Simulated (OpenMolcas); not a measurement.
# C2H7NSi (SMILES C=C[SiH2]N) at HF/6-31G(d) (Cartesian functions)

Aim: an optimisation with harmonic vibrations of C2H7NSi. 

The results are computed with OpenMolcas 26.06.

1 further run of the same task is left out (set aside as unsound or not needed).

## (1) The molecule

The species is C2H7NSi (11 atoms), meant as a singlet with charge 0. SMILES: `C=C[SiH2]N`. The shape is that of a PBE0-D4/def2-TZVP optimisation. This is one conformer, not always the lowest. The run starts from this shape.

Bond lengths: C1–C2 1.330 Å, C2–Si3 1.865 Å, Si3–N4 1.715 Å, C1–H5 1.087 Å, C1–H6 1.087 Å, C2–H7 1.091 Å, Si3–H8 1.488 Å, Si3–H9 1.488 Å, N4–H10 1.006 Å, N4–H11 1.006 Å. Some angles: C1–C2–Si3 123.1°, C2–Si3–N4 114.9°, C1–C2–H7 118.1°, Si3–C2–H7 118.8°, C2–C1–H5 122.6°, C2–C1–H6 121.2°, C2–Si3–H8 108.4°, C2–Si3–H9 108.4°, N4–Si3–H8 107.9°, N4–Si3–H9 108.0°.

## (2) An optimisation with harmonic vibrations at HF/6-31G(d) (Cartesian functions)

Input file test.inp:

```
&GATEWAY
 BasLib
 $CurrDir
 Coord
 11
 angstrom
 C       -0.676100       1.337000      -0.945000
 C        0.089300       1.208600       0.135100
 Si       0.596500      -0.444500       0.832600
 N        0.002900      -1.803700      -0.028600
 H       -0.967100       2.304600      -1.344700
 H       -1.046800       0.465600      -1.479100
 H        0.433000       2.116700       0.631600
 H        0.099500      -0.536600       2.232600
 H        2.083200      -0.516700       0.836000
 H        0.404900      -2.086000      -0.906300
 H       -0.953800      -2.102100       0.056300
 Basis
 6-31Gs
 Group
 NoSym
>>> EXPORT MOLCAS_MAXITER=50
>>> Do While

&SEWARD

&SCF
 PrOrbitals
 0

&SLAPAF
>>> EndDo
>>> COPY $Project.Opt.xyz $CurrDir/final.xyz
>>> COPY $Project.slapaf.h5 $CurrDir/final.slapaf.h5

&MCKINLEY

&MCLR
 Thermochemistry
 1
 1.0
 298.15
 End of PT
```

The basis set 6-31G* is read from a file made from the Basis Set Exchange's data (not shown).

Started as:

```sh
export MOLCAS_MEM=1860
pymolcas test.inp > test.log
```

The log of the run:

```text
--- Start Module: gateway ---
[...]
--- Stop Module: gateway /rc=_RC_ALL_IS_WELL_ ---
[...]
      Basis functions           78
[...]
       Convergence after  11 Iterations
[...]
::    Total SCF energy                               -423.1728727607
[...]
 *              Molecular gradients               *
 **************************************************
  Irreducible representation: a
 ------------------------------------------------------------------------------------------
                              X                       Y                       Z
 ------------------------------------------------------------------------------------------
  C1               -4.91667467025003E-04    8.85430957664468E-05   -6.97666765250737E-04
  C2                3.74210237382311E-03   -9.14144132775352E-03    5.16771949651407E-03
  SI3              -6.28963598224086E-03    1.55497682665548E-03   -8.90248504247726E-03
  N4                5.69866056925661E-03    6.97903602765848E-03    8.22394890704370E-03
  H5               -1.45155842289291E-03    6.28284833023995E-03   -1.97374639516279E-03
  H6               -1.97463386791719E-03   -6.97547221472172E-03   -2.86142724774097E-03
  H7                2.27751533161702E-03    4.91142292679747E-03    3.28116299924330E-03
  H8               -1.52328255810863E-03   -8.49424565428913E-05    3.88707046985104E-03
[...]
 Geometry is converged in   8 iterations to a Minimum Structure
*****************************************************************************************************************
*****************************************************************************************************************
++ Geometry section
********************************************************************************
  Geometrical information of the final structure
********************************************************************************
  NOTE: on convergence the final predicted structure will be printed here.
  This is not identical to the structure printed in the head of the output.
 *********************************************************
[...]
       Convergence after   5 Iterations
[...]
::    Total SCF energy                               -423.1734813798
[...]
      Total spin, S                                     0.0000000000
[...]
      Total electronic charge=   40.000000
      Total            charge=   -0.000000
[...]
      Dipole Moment (debye):
      Origin of the operator (angstrom)=    0.1321   -0.1020    0.1791
                   X= -8.7062E-01               Y= -1.0098E-01               Z= -1.2339E+00           Total=  1.5135E+00
      Quadrupole Moment (debye*angstrom):
[...]
--- Start Module: mclr ---
[...]
     Frequency:        i5.44      0.01      0.03      0.03      3.39      3.64
[...]
     Frequency:       101.49    173.67    185.52    281.08    445.31    448.43
[...]
--- Stop Module: mclr /rc=_RC_ALL_IS_WELL_ ---
[...]
--- Start Module: mclr ---
[...]
        Frequency:         3316.96 cm-1
      ---------------------------------
[...]
        Frequency:         3387.18 cm-1
      ---------------------------------
[...]
        Frequency:         3810.30 cm-1
      ---------------------------------
[...]
        Frequency:         3907.20 cm-1
      ---------------------------------
[...]
--- Stop Module: mclr /rc=_RC_ALL_IS_WELL_ ---
[...]
```

Run time: 46 s. Hardware: 1 thread of Intel Xeon 6975P-C (Granite Rapids), shared host; peak memory 0.45 GiB.

## (3) Outcome

At HF/6-31G* (Cartesian functions):

```
                                                           quantity             value
                                                       total energy     -423.17348 Eh
                                                      dipole moment            1.51 D
                                                        HOMO energy         -10.02 eV
                                                        LUMO energy           4.33 eV
                                                      HOMO–LUMO gap          14.35 eV
                                         lowest harmonic wavenumber          101 cm⁻¹
                                        highest harmonic wavenumber         3907 cm⁻¹
                                                  zero-point energy      239.8 kJ/mol
ideal-gas entropy at 298.15 K and 1 atm (symmetry number 1 as used)  76.9 cal/(mol K)
```

What this shows: At the final geometry: Bond lengths: C1–C2 1.325 Å, C2–Si3 1.878 Å, Si3–N4 1.721 Å, C1–H5 1.078 Å, C1–H6 1.077 Å, C2–H7 1.082 Å, Si3–H8 1.477 Å, Si3–H9 1.477 Å, N4–H10 0.997 Å, N4–H11 0.997 Å. Some angles: C1–C2–Si3 124.0°, C2–Si3–N4 114.7°, C1–C2–H7 117.6°, Si3–C2–H7 118.3°, C2–C1–H5 122.5°, C2–C1–H6 121.8°, C2–Si3–H8 108.4°, C2–Si3–H9 108.4°, N4–Si3–H8 108.0°, N4–Si3–H9 108.0°. All 27 modes are real, so the shape is a minimum at this level. Mulliken charges run from -1.06 on N4 to +0.90 on Si3; they depend strongly on the basis.
